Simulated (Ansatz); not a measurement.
# BFH8SSi3: the cost of one run

Program: Ansatz 0.2.0. Level of theory: RKS B3LYP/def2-SVP. These are calculated values, not measurements.

### Step 1. The starting structure

Bond lengths: B1–Si2 1.972 Å, Si2–F3 1.659 Å, Si2–Si4 2.204 Å, Si4–Si5 2.206 Å, Si5–S6 2.164 Å, B1–H7 1.133 Å, B1–H8 1.191 Å, Si2–H9 1.508 Å, Si4–H10 1.419 Å, Si4–H11 1.554 Å, Si5–H12 1.492 Å, Si5–H13 1.515 Å, S6–H14 1.400 Å. Angles (14 of 22 angles, heavy atoms first): B1–Si2–F3 108.3°, B1–Si2–Si4 111.5°, F3–Si2–Si4 106.9°, Si2–Si4–Si5 111.1°, Si4–Si5–S6 110.7°, B1–Si2–H9 110.4°, F3–Si2–H9 108.8°, Si4–Si2–H9 110.8°, Si2–B1–H7 120.5°, Si2–B1–H8 115.4°, Si2–Si4–H10 111.8°, Si2–Si4–H11 107.2°, Si5–Si4–H10 111.1°, Si5–Si4–H11 107.0°.

Structure file:

```xyz
14

B     0.5159   -2.9822   -0.1981
Si    0.5743   -1.1172    0.4404
F     2.1609   -0.6367    0.5007
Si   -0.4565    0.2459   -0.9518
Si   -0.3470    2.3326   -0.2447
S    -1.1863    2.5106    1.7417
H     1.0199   -3.8074    0.3916
H    -0.0865   -3.1574   -1.2104
H    -0.0158   -1.0166    1.8241
H     0.0465    0.1283   -2.2735
H    -1.9581   -0.1532   -0.9599
H     1.0898    2.7287   -0.1712
H    -1.1249    3.2594   -1.1570
H    -0.2452    1.6362    2.2970
```

### Step 2. End point A

Contents of input.yaml:

```yaml
crystal:
  periodic: [false, false, false]
  atoms:
    - { symbol: B, position_ang: [0.5159, -2.9822, -0.1981] }
    - { symbol: Si, position_ang: [0.5743, -1.1172, 0.4404] }
    - { symbol: F, position_ang: [2.1609, -0.6367, 0.5007] }
    - { symbol: Si, position_ang: [-0.4565, 0.2459, -0.9518] }
    - { symbol: Si, position_ang: [-0.347, 2.3326, -0.2447] }
    - { symbol: S, position_ang: [-1.1863, 2.5106, 1.7417] }
    - { symbol: H, position_ang: [1.0199, -3.8074, 0.3916] }
    - { symbol: H, position_ang: [-0.0865, -3.1574, -1.2104] }
    - { symbol: H, position_ang: [-0.0158, -1.0166, 1.8241] }
    - { symbol: H, position_ang: [0.0465, 0.1283, -2.2735] }
    - { symbol: H, position_ang: [-1.9581, -0.1532, -0.9599] }
    - { symbol: H, position_ang: [1.0898, 2.7287, -0.1712] }
    - { symbol: H, position_ang: [-1.1249, 3.2594, -1.157] }
    - { symbol: H, position_ang: [-0.2452, 1.6362, 2.297] }
basis:
  gaussian: { orbitals: def2-SVP }
hamiltonian:
  xc: b3lyp
relax:
  f_tol: 0.015
  max_steps: 40
```

Launch:

```
ansatz run input.yaml --threads 2 --pin off --max-ram 3072MiB --backend cpu --events-out ev --progress --plain --runs-dir out
```

Q: Estimate wall time and peak memory on 2 threads of Arm Neoverse V1, shared host.

About 3.1 min, with a peak of 0.38 GiB.
